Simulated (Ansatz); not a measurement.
# SrZrO2: the cost of one run

Program: Ansatz 0.2.0. Level of theory: DFT PBE, scalar-relativistic, plane waves, PAW, unless a step names another level. These are calculated values, not measurements.

9 further runs of the same task are left out: 9 set aside as unsound or not needed. Runs told in other sessions of the task aren't counted.

## Step 1: The formula and the candidates

Pauling electronegativities: Sr 0.95, Zr 1.33, O 3.44 (spread 2.49). The formula balances with common oxidation states: Zr +2, Sr +2, O -2. Tabulated atomic sizes suggest about 16 Å³/atom. 42 candidates were drawn, by swapping species into database cells of other compounds, at random by space group and Wyckoff sites, or by hand, as the table says:

| name | made from | space group no. | Wyckoff sites | atoms (primitive cell) | V (Å³/atom) |
| --- | --- | --- | --- | --- | --- |
| c01 | random | 65 | Sr 2d; Zr 2b; O 4l | 4 | 19.7 |
| c02 | database cell of HoCoSi2 | 63 | Sr 4c; Zr 4c; O 4c, 4c | 8 | 15.3 |
| c03 | random | 69 | Sr 4a; Zr 4b; O 8c | 4 | 18.5 |
| c04 | random | 65 | Sr 2b; Zr 2a; O 4i | 4 | 18.1 |
| c05 | database cell of SrCN2 | 166 | Sr 3b; Zr 3a; O 6c | 4 | 17.7 |
| c06 | database cell of CaCuO2 | 65 | Sr 4e; Zr 2c, 2d; O 4j, 4g | 8 | 14.8 |
| c07 | database cell of LiCuO2 | 58 | Sr 2c; Zr 2b; O 4g | 8 | 14.7 |
| c08 | database cell of Al2CoNi | 123 | Sr 1d; Zr 1c; O 2g | 4 | 14.6 |
| c09 | random | 47 | Sr 1c; Zr 1e; O 2r | 4 | 16.9 |
| c10 | random | 71 | Sr 2c; Zr 2a; O 4g | 4 | 16.8 |
| c11 | random | 15 | Sr 4e; Zr 4e; O 8f | 8 | 17.6 |
| c12 | random | 115 | Sr 1a, 1c; Zr 2g; O 4j | 8 | 18.1 |
| c13 | database cell of RbCrSe2 | 160 | Sr 3a; Zr 3a; O 3a, 3a | 4 | 14.7 |
| c14 | random | 129 | Sr 2c; Zr 2b; O 4f | 8 | 18.9 |
| c15 | database cell of La2BiN | 129 | Sr 2c; Zr 2c; O 2a, 2c | 8 | 17.7 |
| c16 | random | 12 | Sr 2a; Zr 2b; O 4h | 4 | 16.7 |
| c17 | random | 191 | Sr 1a; Zr 1b; O 2c | 4 | 16.3 |
| c18 | database cell of CaCrN2 | 129 | Sr 2c; Zr 2c; O 2b, 2c | 8 | 14.6 |
| c19 | database cell of Ti2HPd | 123 | Sr 2h; Zr 1a, 1d; O 2g, 2h | 8 | 16.0 |
| c20 | random | 119 | Sr 2a; Zr 2b; O 4f | 4 | 19.9 |
| c21 | database cell of CuPdO2 | 47 | Sr 1h; Zr 1a; O 2r | 4 | 16.7 |
| c22 | random | 99 | Sr 2c; Zr 1b, 1a; O 4f | 8 | 17.0 |
| c23 | database cell of Ga2BiAs | 115 | Sr 1c; Zr 1a; O 2g | 4 | 20.2 |
| c24 | built by hand: LiNbO2 | 194 | Sr 2a; Zr 2d; O 4f | 8 | 15.1 |
| c25 | random | 187 | Sr 1f; Zr 1a; O 2h | 4 | 16.7 |
| c26 | random | 123 | Sr 1c; Zr 1a; O 2e | 4 | 20.1 |
| c27 | random | 15 | Sr 4d; Zr 4b; O 4c, 4e | 8 | 17.4 |
| c28 | random | 107 | Sr 2a; Zr 2a; O 4b | 4 | 15.6 |
| c29 | database cell of InCuO2 | 194 | Sr 2a; Zr 2c; O 4f | 8 | 15.9 |
| c30 | built by hand: alpha-NaFeO2 | 166 | Sr 3b; Zr 3a; O 6c | 4 | 15.4 |
| c31 | random | 164 | Sr 2d; Zr 1b, 1a; O 2c, 2d | 8 | 19.9 |
| c32 | built by hand: L1_0-ordered rocksalt | 123 | Sr 1a; Zr 1d; O 1c, 1b | 4 | 15.6 |
| c33 | database cell of HoCuSe2 | 156 | Sr 1a; Zr 1b; O 1b, 1c | 4 | 15.9 |
| c34 | random | 123 | Sr 1a; Zr 1b; O 2g | 4 | 15.9 |
| c35 | random | 164 | Sr 1b; Zr 1a; O 2d | 4 | 18.0 |
| c36 | database cell of NaGdO2 | 141 | Sr 4b; Zr 4a; O 8e | 8 | 14.1 |
| c37 | random | 129 | Sr 2c; Zr 2b; O 2c, 2a | 8 | 16.9 |
| c38 | random | 156 | Sr 1a; Zr 1c; O 1c, 1a | 4 | 19.7 |
| c39 | database cell of LiNiO2 | 12 | Sr 2a; Zr 2d; O 4i | 4 | 13.8 |
| c40 | built by hand: gamma-LiFeO2 | 141 | Sr 4b; Zr 4a; O 8e | 8 | 15.5 |
| c41 | random | 12 | Sr 2d; Zr 2b; O 4f | 4 | 19.0 |
| c42 | built by hand: infinite-layer SrCuO2 (SrFeO2) | 123 | Sr 1d; Zr 1a; O 2f | 4 | 15.5 |

## Step 2: Screening run of c06

Input file input.yaml:

```yaml
crystal:
  lattice:
    - [3.5799563, -4.96334077, 0.0]
    - [3.5799563, 4.96334077, 0.0]
    - [0.0, 0.0, 3.33346698]
  atoms:
    - { symbol: Sr, position: [0.0, 0.5, 0.0] }
    - { symbol: Sr, position: [0.5, 0.0, 0.0] }
    - { symbol: Zr, position: [0.5, 0.5, 0.5] }
    - { symbol: Zr, position: [0.0, 0.0, 0.5] }
    - { symbol: O, position: [0.799325, 0.200675, 0.5] }
    - { symbol: O, position: [0.67921299, 0.67921299, 0.0] }
    - { symbol: O, position: [0.32078701, 0.32078701, 0.0] }
    - { symbol: O, position: [0.200675, 0.799325, 0.5] }
basis:
  ecutwfc: 420
kpoints:
  mp_grid: { grid: [2, 2, 4] }
hamiltonian:
  xc: pbe
scf:
  occupations: { method: gaussian, width: 0.15 }
  lower_state_search: "off"
output:
  forces: true
  stress: true
  eigenvalues: true
relax:
  adjacent_minimum: "off"
  f_tol: 0.08
  max_steps: 16
  cell: { stress_tol: 0.8 }
```

Started as:

```bash
ansatz run input.yaml --threads 1 --pin off --max-ram 2560MiB --backend cpu --events-out ev --progress --plain --runs-dir out
```

Q: Estimate wall time and peak memory on 1 thread of Intel Xeon at 2.50GHz (Skylake/Cascade Lake), shared host.

About 87 s, with a peak of 0.43 GiB.
